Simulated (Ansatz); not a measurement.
Run this with the Python package of Ansatz (0.2.0) and show what comes out.

`pa.py`
```python
import warnings

import ansatz as az
from ase import Atoms
import numpy as np

SETTINGS = {
    "basis_set": "def2-SVP",
    "xc": "PBE0",
    "dispersion": "d4",
    "net_charge": 1,
    "fmax": 0.01,
}

warnings.simplefilter("ignore", az.DeckWarning)

atoms = Atoms(["C", "N", "Ge", "H", "H", "H", "H", "H"], positions=[
    (-0.5314, 1.0188, -0.9876),
    (0.492, 0.4358, -0.687),
    (0.487, -0.7955, 0.681),
    (-1.4338, 0.8971, -0.4673),
    (-0.5647, 1.7746, -1.8294),
    (0.1113, -0.0843, 2.0166),
    (1.974, -1.3817, 0.8417),
    (-0.4423, -1.9219, 0.3763),
])
mol = az.Crystal.molecule_from_ase(atoms)

base = (
    mol.calculation()
    .basis(gaussian=SETTINGS["basis_set"])
    .functional(SETTINGS["xc"], dispersion=SETTINGS["dispersion"])
)
symbols = [site.symbol for site in mol.cartesian_sites]
start = np.array([site.position_ang for site in mol.cartesian_sites], dtype=float)
report = base.relax(force_tolerance=0.01).run(threads=1, pin="off").report
end = np.array(report["positions_ang"])

away = sum((end[1] - end[j]) / np.linalg.norm(end[1] - end[j]) for j in [0, 2]) + np.array([0.15, 0.1, -0.2])
proton = end[1] + 1.0 * away / np.linalg.norm(away)
acid = az.Crystal.molecule()
for symbol, place in zip(symbols, end):
    acid = acid.atom(symbol, place.tolist())
acid = acid.atom("H", proton.tolist())
protonated = acid.calculation()
protonated = protonated.basis(gaussian=SETTINGS["basis_set"])
protonated = protonated.functional(SETTINGS["xc"], dispersion=SETTINGS["dispersion"])
protonated = protonated.charge(SETTINGS["net_charge"])
protonated = protonated.relax(force_tolerance=SETTINGS["fmax"], max_steps=80)
after = protonated.run(threads=1, pin="off").report
xyz = np.array(after["positions_ang"])
reach = np.linalg.norm(xyz[:-1] - xyz[-1], axis=1)
print(f"base {report['free_energy_ev']:.5f} eV, protonated {after['free_energy_ev']:.5f} eV")
print(f"the proton ends {reach.min():.3f} A from {symbols[reach.argmin()]}{reach.argmin()}")
print(f"electronic proton affinity {96.485332 * (report['free_energy_ev'] - after['free_energy_ev']):.1f} kJ/mol")
```

```console
$ python pa.py
base -59106.47775 eV, protonated -59116.46565 eV
the proton ends 1.026 A from N1
electronic proton affinity 963.7 kJ/mol
```

Caveats:
- Total energies depend on the basis set; only differences at equal settings carry meaning.
- The proton is put on one chosen atom, which needn't be the most basic site, so the molecule's proton affinity can be higher; the ends are stationary points, not checked by frequencies, and zero-point and thermal terms count only where printed.
- Run time: 69 s on 1 thread of AMD EPYC 9B14 (Zen 4) (shared host), peak memory 0.27 GiB.
